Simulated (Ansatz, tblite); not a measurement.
# The cluster Rb₂F₃−: isomers from a random search

Which shape does the cluster Rb₂F₃− prefer? Candidates from a tight-binding search are relaxed and compared.

Method: relaxed with PBE0-D4/def2-SVPD, singlet; program: Ansatz 0.2.0, Gaussian basis.

5 further runs of the same task are left out: 5 set aside as unsound or not needed.

## 1. Starting geometry

5 atoms, charge -1, spin multiplicity 1.

Atoms are counted from 1 here; the program's logs count them from 0.

Bond lengths: Rb1–F3 2.250 Å, Rb1–F4 2.362 Å, Rb2–F4 2.374 Å, Rb2–F5 2.253 Å. Angles: F3–Rb1–F4 176.7°, F4–Rb2–F5 176.8°, Rb1–F4–Rb2 113.3°.

Coordinates:

```csv
atom,x (Å),y (Å),z (Å)
Rb1,0.53374,-0.59396,1.85155
Rb2,-0.15441,0.86155,-1.76267
F3,-0.16514,-2.11551,3.35489
F4,1.21568,0.92325,0.17511
F5,-1.42986,0.92467,-3.61888
```

Rb takes a core potential in the def2 sets. No spin-orbit coupling is included. The ion is computed in the gas phase, without counter-ions or solvent.

A search from random starts with GFN1-xTB found 7 distinct shapes; 2 go on here. The structure above is candidate A, which lies 0.00 eV above the lowest at that level; B lies 0.12 eV above the lowest at that level.

## 2. Relaxing candidate A

in.yaml

```yaml
crystal:
  periodic: [false, false, false]
  atoms:
    - {symbol: Rb, position_ang: [0.533740, -0.593960, 1.851550]}
    - {symbol: Rb, position_ang: [-0.154410, 0.861550, -1.762670]}
    - {symbol: F, position_ang: [-0.165140, -2.115510, 3.354890]}
    - {symbol: F, position_ang: [1.215680, 0.923250, 0.175110]}
    - {symbol: F, position_ang: [-1.429860, 0.924670, -3.618880]}
basis:
  gaussian: {orbitals: def2-SVPD}
total_charge: -1
hamiltonian: {xc: pbe0, dispersion: d4}
scf: {lower_state_search: "off"}
output: {orbitals: {seedname: orbitals}}
relax: {f_tol: 0.02, max_steps: 100}
```

Launch:

```
> ansatz run in.yaml --threads 2 --pin off --events-out ev --progress --plain --max-ram 4352MiB
```

Output:

```text
Functional definition: PBE0
  name "PBE0"
  cite "Adamo & Barone, J. Chem. Phys. 110, 6158 (1999) doi:10.1063/1.478522"
  cite "Perdew, Burke & Ernzerhof, Phys. Rev. Lett. 77, 3865 (1996) doi:10.1103/PhysRevLett.77.3865"
  parent pbe
  parameter a = 0.25
  parameter kappa = 0.804
  parameter beta = 0.06672455060314922
  exchange = (1 - a)*pbe_x(kappa = kappa, mu = beta*pi^2/3) + a*exact_x
  correlation = pbe_c(beta = beta)
these checks for a lower state are left out or cut short: stability, starts, cluster_reference, orbital_swaps, neighbouring_geometries, increment
1264 factors; integrals over basis functions are off by at most 2.1e-4 eV
mean field evaluation 1: about -9451.6302 eV, gradient 3.0e1 eV
mean field evaluation 2: about -9447.1439 eV, gradient 6.4e1 eV
mean field evaluation 4: about -9453.5054 eV, gradient 2.1e0 eV
mean field evaluation 8: about -9453.5894 eV, gradient 8.1e-2 eV
mean field evaluation 16: about -9453.5894 eV, gradient 1.0e-5 eV
mean field -9453.58939425 eV, -347.4130023657 hartree, gradient 1.7e-6 eV, S^2 0.000000; 0 other end points of the search recorded, 0 dependent functions left out
the calculation of the forces begins
reference -9453.58945159 eV, -347.4130044730 hartree; 23, 23 occupied and 100, 100 virtual orbitals, 1264 factors
relax step   1: F+E_penalty+E_count = -9453.63722862 eV  Δ(F+E_penalty+E_count) = +0.000e0 eV  max|allowed force component| = 1.675e0 eV/Å  Δτ_max = 0.0000 Å  (15 SCF iters, accepted)
these checks for a lower state are left out or cut short: stability, starts, cluster_reference, orbital_swaps, neighbouring_geometries, increment
1264 factors; integrals over basis functions are off by at most 2.7e-4 eV
mean field -9454.20293295 eV, -347.4355494969 hartree, gradient 2.2e-6 eV, S^2 0.000000; 0 other end points of the search recorded, 0 dependent functions left out
the calculation of the forces begins
reference -9454.20298500 eV, -347.4355514100 hartree; 23, 23 occupied and 100, 100 virtual orbitals, 1264 factors
relax step   2: F+E_penalty+E_count = -9454.24915907 eV  Δ(F+E_penalty+E_count) = -6.119e-1 eV  max|allowed force component| = 3.572e-1 eV/Å  Δτ_max = 0.1947 Å  (19 SCF iters, accepted)
these checks for a lower state are left out or cut short: stability, starts, cluster_reference, orbital_swaps, neighbouring_geometries, increment
1264 factors; integrals over basis functions are off by at most 2.6e-4 eV
mean field evaluation 32: about -9454.3361 eV, gradient 2.1e-6 eV
mean field -9454.33605312 eV, -347.4404415731 hartree, gradient 2.1e-6 eV, S^2 0.000000; 0 other end points of the search recorded, 0 dependent functions left out
the calculation of the forces begins
reference -9454.33610511 eV, -347.4404434836 hartree; 23, 23 occupied and 100, 100 virtual orbitals, 1264 factors
relax step   3: F+E_penalty+E_count = -9454.38111633 eV  Δ(F+E_penalty+E_count) = -1.320e-1 eV  max|allowed force component| = 1.097e-1 eV/Å  Δτ_max = 0.1941 Å  (19 SCF iters, accepted)
these checks for a lower state are left out or cut short: stability, starts, cluster_reference, orbital_swaps, neighbouring_geometries, increment
1264 factors; integrals over basis functions are off by at most 2.3e-4 eV
mean field -9454.37889267 eV, -347.4420158974 hartree, gradient 2.5e-6 eV, S^2 0.000000; 0 other end points of the search recorded, 0 dependent functions left out
the calculation of the forces begins
reference -9454.37894550 eV, -347.4420178388 hartree; 23, 23 occupied and 100, 100 virtual orbitals, 1264 factors
relax step   4: F+E_penalty+E_count = -9454.42326150 eV  Δ(F+E_penalty+E_count) = -4.215e-2 eV  max|allowed force component| = 5.797e-2 eV/Å  Δτ_max = 0.1952 Å  (19 SCF iters, accepted)
these checks for a lower state are left out or cut short: stability, starts, cluster_reference, orbital_swaps, neighbouring_geometries, increment
1264 factors; integrals over basis functions are off by at most 2.3e-4 eV
mean field -9454.39888151 eV, -347.4427504738 hartree, gradient 2.3e-6 eV, S^2 0.000000; 0 other end points of the search recorded, 0 dependent functions left out
the calculation of the forces begins
reference -9454.39893532 eV, -347.4427524512 hartree; 23, 23 occupied and 100, 100 virtual orbitals, 1264 factors
relax step   5: F+E_penalty+E_count = -9454.44279463 eV  Δ(F+E_penalty+E_count) = -1.953e-2 eV  max|allowed force component| = 4.881e-2 eV/Å  Δτ_max = 0.1911 Å  (19 SCF iters, accepted)
these checks for a lower state are left out or cut short: stability, starts, cluster_reference, orbital_swaps, neighbouring_geometries, increment
1264 factors; integrals over basis functions are off by at most 2.3e-4 eV
mean field -9454.41494709 eV, -347.4433408730 hartree, gradient 2.2e-6 eV, S^2 0.000000; 0 other end points of the search recorded, 0 dependent functions left out
the calculation of the forces begins
reference -9454.41500099 eV, -347.4433428537 hartree; 23, 23 occupied and 100, 100 virtual orbitals, 1264 factors
relax step   6: F+E_penalty+E_count = -9454.45864279 eV  Δ(F+E_penalty+E_count) = -1.585e-2 eV  max|allowed force component| = 3.143e-2 eV/Å  Δτ_max = 0.1950 Å  (19 SCF iters, accepted)
these checks for a lower state are left out or cut short: stability, starts, cluster_reference, orbital_swaps, neighbouring_geometries, increment
1264 factors; integrals over basis functions are off by at most 2.4e-4 eV
mean field -9454.42868801 eV, -347.4438458424 hartree, gradient 2.1e-6 eV, S^2 0.000000; 0 other end points of the search recorded, 0 dependent functions left out
the calculation of the forces begins
reference -9454.42874174 eV, -347.4438478169 hartree; 23, 23 occupied and 100, 100 virtual orbitals, 1264 factors
relax step   7: F+E_penalty+E_count = -9454.47222637 eV  Δ(F+E_penalty+E_count) = -1.358e-2 eV  max|allowed force component| = 3.548e-2 eV/Å  Δτ_max = 0.1984 Å  (19 SCF iters, accepted)
these checks for a lower state are left out or cut short: stability, starts, cluster_reference, orbital_swaps, neighbouring_geometries, increment
1264 factors; integrals over basis functions are off by at most 2.4e-4 eV
mean field evaluation 64: about -9454.4397 eV, gradient 4.5e-4 eV
mean field -9454.43973101 eV, -347.4442516651 hartree, gradient 2.1e-6 eV, S^2 0.000000; 0 other end points of the search recorded, 0 dependent functions left out
the calculation of the forces begins
reference -9454.43978485 eV, -347.4442536437 hartree; 23, 23 occupied and 100, 100 virtual orbitals, 1264 factors
relax step   8: F+E_penalty+E_count = -9454.48307260 eV  Δ(F+E_penalty+E_count) = -1.085e-2 eV  max|allowed force component| = 4.880e-2 eV/Å  Δτ_max = 0.1950 Å  (19 SCF iters, accepted)
these checks for a lower state are left out or cut short: stability, starts, cluster_reference, orbital_swaps, neighbouring_geometries, increment
1264 factors; integrals over basis functions are off by at most 2.4e-4 eV
mean field -9454.44860635 eV, -347.4445778279 hartree, gradient 2.1e-6 eV, S^2 0.000000; 0 other end points of the search recorded, 0 dependent functions left out
the calculation of the forces begins
reference -9454.44866044 eV, -347.4445798158 hartree; 23, 23 occupied and 100, 100 virtual orbitals, 1264 factors
relax step   9: F+E_penalty+E_count = -9454.49174045 eV  Δ(F+E_penalty+E_count) = -8.668e-3 eV  max|allowed force component| = 6.708e-2 eV/Å  Δτ_max = 0.1971 Å  (19 SCF iters, accepted)
these checks for a lower state are left out or cut short: stability, starts, cluster_reference, orbital_swaps, neighbouring_geometries, increment
1264 factors; integrals over basis functions are off by at most 2.3e-4 eV
mean field -9454.45544871 eV, -347.4448292799 hartree, gradient 2.1e-6 eV, S^2 0.000000; 0 other end points of the search recorded, 0 dependent functions left out
the calculation of the forces begins
reference -9454.45550303 eV, -347.4448312761 hartree; 23, 23 occupied and 100, 100 virtual orbitals, 1264 factors
relax step  10: F+E_penalty+E_count = -9454.49842848 eV  Δ(F+E_penalty+E_count) = -6.688e-3 eV  max|allowed force component| = 7.832e-2 eV/Å  Δτ_max = 0.1949 Å  (19 SCF iters, accepted)
these checks for a lower state are left out or cut short: stability, starts, cluster_reference, orbital_swaps, neighbouring_geometries, increment
1264 factors; integrals over basis functions are off by at most 2.3e-4 eV
mean field -9454.46001022 eV, -347.4449969123 hartree, gradient 2.1e-6 eV, S^2 0.000000; 0 other end points of the search recorded, 0 dependent functions left out
the calculation of the forces begins
reference -9454.46006460 eV, -347.4449989108 hartree; 23, 23 occupied and 100, 100 virtual orbitals, 1264 factors
relax step  11: F+E_penalty+E_count = -9454.50299978 eV  Δ(F+E_penalty+E_count) = -4.571e-3 eV  max|allowed force component| = 8.851e-2 eV/Å  Δτ_max = 0.1647 Å  (19 SCF iters, accepted)
these checks for a lower state are left out or cut short: stability, starts, cluster_reference, orbital_swaps, neighbouring_geometries, increment
1264 factors; integrals over basis functions are off by at most 2.1e-4 eV
mean field -9454.46324996 eV, -347.4451159706 hartree, gradient 2.1e-6 eV, S^2 0.000000; 0 other end points of the search recorded, 0 dependent functions left out
the calculation of the forces begins
reference -9454.46330427 eV, -347.4451179666 hartree; 23, 23 occupied and 100, 100 virtual orbitals, 1264 factors
relax step  12: F+E_penalty+E_count = -9454.50616751 eV  Δ(F+E_penalty+E_count) = -3.168e-3 eV  max|allowed force component| = 5.050e-2 eV/Å  Δτ_max = 0.1495 Å  (19 SCF iters, accepted)
these checks for a lower state are left out or cut short: stability, starts, cluster_reference, orbital_swaps, neighbouring_geometries, increment
1264 factors; integrals over basis functions are off by at most 2.1e-4 eV
mean field evaluation 96: about -9454.4100 eV, gradient 2.4e0 eV
mean field -9454.46495299 eV, -347.4451785557 hartree, gradient 2.1e-6 eV, S^2 0.000000; 0 other end points of the search recorded, 0 dependent functions left out
the calculation of the forces begins
reference -9454.46500698 eV, -347.4451805399 hartree; 23, 23 occupied and 100, 100 virtual orbitals, 1264 factors
relax step  13: F+E_penalty+E_count = -9454.50792615 eV  Δ(F+E_penalty+E_count) = -1.759e-3 eV  max|allowed force component| = 7.544e-3 eV/Å  Δτ_max = 0.0988 Å  (19 SCF iters, accepted)
these checks for a lower state are left out or cut short: stability, starts, cluster_reference, orbital_swaps, neighbouring_geometries, increment
1264 factors; integrals over basis functions are off by at most 2.1e-4 eV
mean field -9454.46558960 eV, -347.4452019508 hartree, gradient 2.1e-6 eV, S^2 0.000000; 0 other end points of the search recorded, 0 dependent functions left out
the calculation of the forces begins
reference -9454.46564369 eV, -347.4452039388 hartree; 23, 23 occupied and 100, 100 virtual orbitals, 1264 factors
relax step  14: F+E_penalty+E_count = -9454.50854410 eV  Δ(F+E_penalty+E_count) = -6.180e-4 eV  max|allowed force component| = 1.296e-2 eV/Å  Δτ_max = 0.1265 Å  (20 SCF iters, accepted)
these checks for a lower state are left out or cut short: stability, starts, cluster_reference, orbital_swaps, neighbouring_geometries, increment
1264 factors; integrals over basis functions are off by at most 2.1e-4 eV
mean field -9454.46566135 eV, -347.4452045877 hartree, gradient 2.1e-6 eV, S^2 0.000000; 0 other end points of the search recorded, 0 dependent functions left out
the calculation of the forces begins
reference -9454.46571541 eV, -347.4452065744 hartree; 23, 23 occupied and 100, 100 virtual orbitals, 1264 factors
relax step  15: F+E_penalty+E_count = -9454.50860369 eV  Δ(F+E_penalty+E_count) = -5.959e-5 eV  max|allowed force component| = 4.929e-3 eV/Å  Δτ_max = 0.0287 Å  (21 SCF iters, accepted)
Total energy: -9454.50865776 eV, -347.4467846764 hartree
Atom 0 at     0.437538    -1.010248     2.362473 Å, force    -0.000046    -0.001214     0.003291 eV/Å
Atom 1 at    -0.429557     1.012985    -2.363213 Å, force    -0.000366    -0.000282     0.001288 eV/Å
Atom 2 at     0.841714    -1.986359     4.625882 Å, force    -0.000552     0.002145    -0.004929 eV/Å
Atom 3 at     0.005021     0.006273     0.002309 Å, force    -0.000120     0.001125    -0.003791 eV/Å
Atom 4 at    -0.854706     1.977349    -4.627451 Å, force     0.001085    -0.001774     0.004141 eV/Å
Dipole moment:     0.015437     0.005896    -0.001677 e Å
Checks for a lower state left out: stability, starts, cluster_reference, orbital_swaps, neighbouring_geometries, increment
```

Wall time 35 s (2 threads of Arm Neoverse V2, shared host).

Along the way:

```csv
step,energy from step 1 (eV),largest force component (eV/Å)
1,0.0000,1.6750
2,-0.6119,0.3572
3,-0.7439,0.1097
4,-0.7860,0.0580
5,-0.8056,0.0488
6,-0.8214,0.0314
7,-0.8350,0.0355
8,-0.8458,0.0488
9,-0.8545,0.0671
10,-0.8612,0.0783
11,-0.8658,0.0885
12,-0.8689,0.0505
13,-0.8707,0.0075
14,-0.8713,0.0130
15,-0.8714,0.0049
```

The force was under the threshold of 0.02 eV/Å already at step 13, but the program went on to step 15.

Distances of close pairs at the start and the end, largest changes first:

```csv
bond,before (Å),after (Å),change (Å)
Rb1–F3,2.250,2.498,+0.248
Rb2–F5,2.253,2.498,+0.244
Rb1–F4,2.362,2.606,+0.244
Rb2–F4,2.374,2.607,+0.233
```

## 3. Relaxing candidate B

in.yaml

```yaml
crystal:
  periodic: [false, false, false]
  atoms:
    - {symbol: Rb, position_ang: [0.757760, 2.062870, 1.419610]}
    - {symbol: Rb, position_ang: [-0.337590, -0.917760, -0.686630]}
    - {symbol: F, position_ang: [0.181520, -0.091340, 2.031820]}
    - {symbol: F, position_ang: [0.366580, 1.687060, -0.854250]}
    - {symbol: F, position_ang: [-0.968260, -2.740830, -1.910550]}
basis:
  gaussian: {orbitals: def2-SVPD}
total_charge: -1
hamiltonian: {xc: pbe0, dispersion: d4}
scf: {lower_state_search: "off"}
output: {orbitals: {seedname: orbitals}}
relax: {f_tol: 0.02, max_steps: 100}
```

Same command.

Output:

```text
Functional definition: PBE0
  name "PBE0"
  cite "Adamo & Barone, J. Chem. Phys. 110, 6158 (1999) doi:10.1063/1.478522"
  cite "Perdew, Burke & Ernzerhof, Phys. Rev. Lett. 77, 3865 (1996) doi:10.1103/PhysRevLett.77.3865"
  parent pbe
  parameter a = 0.25
  parameter kappa = 0.804
  parameter beta = 0.06672455060314922
  exchange = (1 - a)*pbe_x(kappa = kappa, mu = beta*pi^2/3) + a*exact_x
  correlation = pbe_c(beta = beta)
these checks for a lower state are left out or cut short: stability, starts, cluster_reference, orbital_swaps, neighbouring_geometries, increment
1261 factors; integrals over basis functions are off by at most 2.6e-4 eV
mean field evaluation 1: about -9452.3100 eV, gradient 2.8e1 eV
mean field evaluation 2: about -9448.1289 eV, gradient 6.1e1 eV
mean field evaluation 4: about -9454.0218 eV, gradient 1.3e0 eV
mean field evaluation 8: about -9454.0976 eV, gradient 1.2e-2 eV
mean field evaluation 16: about -9454.0976 eV, gradient 8.1e-7 eV
mean field -9454.09763326 eV, -347.4316798047 hartree, gradient 8.4e-7 eV, S^2 0.000000; 0 other end points of the search recorded, 0 dependent functions left out
the calculation of the forces begins
reference -9454.09768899 eV, -347.4316818527 hartree; 23, 23 occupied and 100, 100 virtual orbitals, 1261 factors
relax step   1: F+E_penalty+E_count = -9454.15646167 eV  Δ(F+E_penalty+E_count) = +0.000e0 eV  max|allowed force component| = 1.396e0 eV/Å  Δτ_max = 0.0000 Å  (14 SCF iters, accepted)
these checks for a lower state are left out or cut short: stability, starts, cluster_reference, orbital_swaps, neighbouring_geometries, increment
1261 factors; integrals over basis functions are off by at most 3.0e-4 eV
mean field -9454.46536127 eV, -347.4451935600 hartree, gradient 2.0e-6 eV, S^2 0.000000; 0 other end points of the search recorded, 0 dependent functions left out
the calculation of the forces begins
reference -9454.46541730 eV, -347.4451956189 hartree; 23, 23 occupied and 100, 100 virtual orbitals, 1261 factors
relax step   2: F+E_penalty+E_count = -9454.52183841 eV  Δ(F+E_penalty+E_count) = -3.654e-1 eV  max|allowed force component| = 1.480e-1 eV/Å  Δτ_max = 0.1948 Å  (19 SCF iters, accepted)
these checks for a lower state are left out or cut short: stability, starts, cluster_reference, orbital_swaps, neighbouring_geometries, increment
1261 factors; integrals over basis functions are off by at most 3.1e-4 eV
mean field -9454.46946876 eV, -347.4453445074 hartree, gradient 3.4e-6 eV, S^2 0.000000; 0 other end points of the search recorded, 0 dependent functions left out
the calculation of the forces begins
reference -9454.46952454 eV, -347.4453465571 hartree; 23, 23 occupied and 100, 100 virtual orbitals, 1261 factors
relax step   3: F+E_penalty+E_count = -9454.52610302 eV  Δ(F+E_penalty+E_count) = -4.265e-3 eV  max|allowed force component| = 2.205e-2 eV/Å  Δτ_max = 0.0353 Å  (21 SCF iters, accepted)
these checks for a lower state are left out or cut short: stability, starts, cluster_reference, orbital_swaps, neighbouring_geometries, increment
1261 factors; integrals over basis functions are off by at most 3.0e-4 eV
mean field evaluation 32: about -9454.4193 eV, gradient 5.1e-1 eV
mean field -9454.46952097 eV, -347.4453464262 hartree, gradient 3.8e-6 eV, S^2 0.000000; 0 other end points of the search recorded, 0 dependent functions left out
the calculation of the forces begins
reference -9454.46957696 eV, -347.4453484837 hartree; 23, 23 occupied and 100, 100 virtual orbitals, 1261 factors
relax step   4: F+E_penalty+E_count = -9454.52621066 eV  Δ(F+E_penalty+E_count) = -1.076e-4 eV  max|allowed force component| = 1.594e-2 eV/Å  Δτ_max = 0.0136 Å  (13 SCF iters, accepted)
Total energy: -9454.52626665 eV, -347.4474317912 hartree
Atom 0 at     0.770517     2.122467     1.455057 Å, force     0.004449     0.015939     0.013193 eV/Å
Atom 1 at    -0.319861    -0.863383    -0.585987 Å, force    -0.003490    -0.011777    -0.010860 eV/Å
Atom 2 at     0.165251    -0.202659     2.098789 Å, force    -0.000122    -0.004411     0.002909 eV/Å
Atom 3 at     0.396280     1.816383    -0.984128 Å, force     0.001382     0.004474    -0.005766 eV/Å
Atom 4 at    -1.012177    -2.872808    -1.983730 Å, force    -0.002220    -0.004224     0.000523 eV/Å
Dipole moment:     0.889208     2.489066     1.716748 e Å
Checks for a lower state left out: stability, starts, cluster_reference, orbital_swaps, neighbouring_geometries, increment
```

It took 11 s on 2 threads of Arm Neoverse V2, shared host.

The steps of the relaxation:

```csv
step,energy from step 1 (eV),largest force component (eV/Å)
1,0.0000,1.3964
2,-0.3654,0.1480
3,-0.3696,0.0221
4,-0.3697,0.0159
```

Close pairs (by a distance rule), those that changed most:

```csv
bond,before (Å),after (Å),change (Å)
Rb2–F5,2.285,2.544,+0.259
Rb1–F3,2.312,2.487,+0.175
Rb1–F4,2.338,2.487,+0.149
Rb2–F4,2.704,2.802,+0.099
Rb2–F3,2.888,2.807,-0.081
Rb1–Rb2,3.811,3.778,-0.033
```

## 4. The relaxed candidates

```csv
candidate,point group,"bonds (count, mean Å)",energy above the lowest (kcal/mol)
A,Dinfh,"F–Rb 4, 2.55",0.4
B,C2v,"F–Rb 5, 2.63",0.0
```

## 5. Candidate A, GFN1-xTB

Tight binding, by tblite at 300 K electronic temperature and without a spin-polarisation term:

```python
tblite.interface.Calculator('GFN1-xTB', numbers, positions, charge=-1, uhf=0).singlepoint()
```

Energy -446.0744 eV, HOMO -7.07 eV, LUMO -6.81 eV; 0.002 s.

## 6. Candidate A, GFN2-xTB

Tight binding, by tblite at 300 K electronic temperature and without a spin-polarisation term:

```python
tblite.interface.Calculator('GFN2-xTB', numbers, positions, charge=-1, uhf=0).singlepoint()
```

Energy -409.3603 eV, HOMO -5.53 eV, LUMO -2.89 eV; 0.002 s.

(Part 1 of 2 ends here.)
